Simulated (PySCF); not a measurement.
# C3H4NSe− (SMILES C=N/C=C/[Se-]) at 6 levels

We compute a comparison of 6 runs (PBE0/3-21G, B3LYP/6-31G*, M06-2X/def2-SVP, PBE0/def2-SVP, PBE0/6-311G**) of C3H4NSe−. 

Program for the calculation: PySCF 2.14.0.

**1. The structure to begin with**

C3H4NSe−: 9 atoms, total charge -1, spin state singlet. SMILES: `C=N/C=C/[Se-]`. Geometry: a GFN2-xTB relaxation, a rough one for these elements and not checked as a minimum. This is one conformer, not always the lowest.

Bond lengths: C1–N2 1.270 Å, N2–C3 1.361 Å, C3–C4 1.346 Å, C4–Se5 1.842 Å, C1–H6 1.098 Å, C1–H7 1.081 Å, C3–H8 1.093 Å, C4–H9 1.083 Å. Angles: C1–N2–C3 120.7°, N2–C3–C4 120.4°, C3–C4–Se5 124.8°, N2–C1–H6 124.4°, N2–C1–H7 118.8°, N2–C3–H8 119.4°, C4–C3–H8 120.2°, C3–C4–H9 119.5°, Se5–C4–H9 115.7°, H6–C1–H7 116.9°.

**2. Energy and forces at PBE0/3-21G (run 1)**

input.py reads:

```python
# C=N/C=C/[Se-]
import pyscf.grad
from pyscf import gto, dft

molecule = gto.Mole()
molecule.atom = '''
C    0.138040   1.068510   1.512650
N    0.594910   0.478190   0.485110
C   -0.221400  -0.266650  -0.309170
C    0.268760  -0.888650  -1.397470
Se  -0.722860  -1.926360  -2.552540
H   -0.911450   1.030100   1.834510
H    0.814850   1.652610   2.120890
H   -1.281160  -0.353830  -0.056270
H    1.320310  -0.793910  -1.637710
'''
molecule.basis = '3-21g'
molecule.max_memory = 1860
molecule.charge = -1
molecule.verbose = 4
molecule.build()

mf = dft.RKS(molecule, xc='pbe0')
mf.conv_tol = 1e-10
mf.grids.level = 5
mf.kernel()
if not mf.converged:
    mf = mf.newton().run(mf.mo_coeff, mf.mo_occ)

e_final = mf.e_tot
print(f'total energy: {e_final:.8f} hartree')
grad = mf.Gradients().kernel()
mf.analyze()
```

The run is started by

```console
OMP_NUM_THREADS=1 python input.py
```

Log:

```text
PySCF version 2.14.0

[... 103 lines left out ...]
MO #1   energy= -451.090569180291  occ= 2
[... 12 lines left out ...]
MO #14  energy= -1.76551045744333  occ= 2
[... 12 lines left out ...]
MO #27  energy= -0.222193372790333 occ= 2
[... 12 lines left out ...]
MO #40  energy= 0.458750905885242  occ= 0
[... 12 lines left out ...]
MO #53  energy= 1.0364465453322    occ= 0
[... 12 lines left out ...]
MO #66  energy= 2.78413019898796   occ= 0
[... 79 lines left out ...]
WARN: System has nonzero charge -1; the dipole moment is origin-dependent.
Location of origin: [0. 0. 0.]

Dipole moment(X, Y, Z, Debye):  1.22761,  5.34179,  7.35581
```

Wall time 31 s (1 thread of Intel Xeon at 2.70GHz, shared host); peak memory 0.66 GiB.

**3. Energy and gradient at B3LYP/6-31G(d) (spherical functions) (run 2)**

input.py reads:

```python
from pyscf import gto, dft

mol = gto.M(
    atom=[
    ('C', (0.138040, 1.068510, 1.512650)),
    ('N', (0.594910, 0.478190, 0.485110)),
    ('C', (-0.221400, -0.266650, -0.309170)),
    ('C', (0.268760, -0.888650, -1.397470)),
    ('Se', (-0.722860, -1.926360, -2.552540)),
    ('H', (-0.911450, 1.030100, 1.834510)),
    ('H', (0.814850, 1.652610, 2.120890)),
    ('H', (-1.281160, -0.353830, -0.056270)),
    ('H', (1.320310, -0.793910, -1.637710)),
],
    charge=-1,
    verbose=4,
    basis='6-31g*',
    max_memory=1860,
)

calc0 = dft.RKS(mol)
calc0.xc = 'b3lyp'
calc0.conv_tol = 1e-10
calc0.grids.level = 5
calc0.kernel()
if not calc0.converged:
    calc0 = calc0.newton().run(calc0.mo_coeff, calc0.mo_occ)

energy = calc0.e_tot
print('E(%s) = %.9f' % ('B3LYP', energy))
grad = calc0.nuc_grad_method().kernel()
calc0.analyze()
```

The run is started by

```console
OMP_NUM_THREADS=1 python input.py
```

Log:

```text
PySCF version 2.14.0

[... 109 lines left out ...]
MO #6   energy= -14.1706519991877  occ= 2
[... 17 lines left out ...]
MO #24  energy= -0.321554712309839 occ= 2
[... 17 lines left out ...]
MO #42  energy= 0.476927555198315  occ= 0
[... 17 lines left out ...]
MO #60  energy= 0.991151777390865  occ= 0
[... 17 lines left out ...]
MO #78  energy= 2.05737546831765   occ= 0
[... 17 lines left out ...]
MO #96  energy= 4.69666456042888   occ= 0
[... 109 lines left out ...]
WARN: System has nonzero charge -1; the dipole moment is origin-dependent.
Location of origin: [0. 0. 0.]

Dipole moment(X, Y, Z, Debye):  1.51207,  5.79960,  7.92222
```

It took 54 s on 1 thread of Intel Xeon at 2.70GHz, shared host; peak memory 0.95 GiB.

Runs 3 to 5 aren't shown in full; the table further down has their settings and results.

**4. Energy and gradient at PBE0/6-311G(d,p) (run 6)**

input.xyz reads:

```xyz
9
C3H4NSe
C      0.138040     1.068510     1.512650
N      0.594910     0.478190     0.485110
C     -0.221400    -0.266650    -0.309170
C      0.268760    -0.888650    -1.397470
Se    -0.722860    -1.926360    -2.552540
H     -0.911450     1.030100     1.834510
H      0.814850     1.652610     2.120890
H     -1.281160    -0.353830    -0.056270
H      1.320310    -0.793910    -1.637710
```

job.py reads:

```python
# C=N/C=C/[Se-]
from pyscf import gto, dft

mol = gto.M(
    atom='input.xyz',
    basis='6-311g**',
    verbose=4,
    max_memory=1860,
    charge=-1,
    spin=0,
)

mf = dft.RKS(mol, xc='pbe0')
mf.grids.level = 5
mf.conv_tol = 1e-10
mf.kernel()
if not mf.converged:
    mf = mf.newton().run(mf.mo_coeff, mf.mo_occ)

e_tot = mf.e_tot
print('E = %.10f Eh' % e_tot)
grad = mf.nuc_grad_method().kernel()
mf.analyze()
```

The run is started by

```console
OMP_NUM_THREADS=1 python job.py
```

Log:

```text
PySCF version 2.14.0

[... 119 lines left out ...]
MO #15  energy= -1.89008104742049  occ= 2
[... 24 lines left out ...]
MO #40  energy= 0.358677177261197  occ= 0
[... 24 lines left out ...]
MO #65  energy= 0.947660836733904  occ= 0
[... 24 lines left out ...]
MO #90  energy= 2.03793230904993   occ= 0
[... 24 lines left out ...]
MO #115 energy= 3.30650822448999   occ= 0
[... 24 lines left out ...]
MO #140 energy= 960.963356905835   occ= 0
[... 153 lines left out ...]
WARN: System has nonzero charge -1; the dipole moment is origin-dependent.
Location of origin: [0. 0. 0.]

Dipole moment(X, Y, Z, Debye):  1.42922,  5.72220,  7.83925
```

Run time: 1.9 min. Hardware: 1 thread of Intel Xeon at 2.70GHz, shared host; peak memory 1.6 GiB.

**5. Overview of the runs**

```tsv
run	level	Cartesian functions	energy (Eh)	HOMO energy (eV)	LUMO energy (eV)	HOMO–LUMO gap (eV)	wall time
1	PBE0/3-21G	no	-2560.213611	0.13	4.12	3.99	31 s
2	B3LYP/6-31G* (spherical functions)	no	-2572.765787	0.06	3.70	3.64	54 s
3	B3LYP/6-31G* (Cartesian functions)	yes	-2572.777380	0.05	3.69	3.64	58 s
4	M06-2X/def2-SVP	no	-2572.556647	-0.98	4.53	5.51	89 s
5	PBE0/def2-SVP	no	-2572.122060	-0.11	3.73	3.84	50 s
6	PBE0/6-311G**	no	-2572.550453	-0.37	3.51	3.88	1.9 min
```

**6. Results**

```
                                                    quantity           value
                                         run 6: total energy  -2572.55045 Eh
                                          run 6: HOMO energy        -0.37 eV
                                          run 6: LUMO energy         3.51 eV
run 6: HOMO–LUMO gap (to an unbound level, set by the basis)         3.88 eV
                             run 6: largest force on an atom      0.886 eV/Å
```

What this shows: The HOMO–LUMO gap runs from 3.64 eV (B3LYP/6-31G*) to 5.51 eV (M06-2X/def2-SVP). The two ends differ in method and basis. The empty levels of an anion lie above zero and hang on the basis. Totals of different functionals can't be ranked against each other. In runs 1, 2, 3 the HOMO lies above zero, so the outermost electron may be held by the basis alone. All runs together took 6.6 min, the longest 1.9 min.
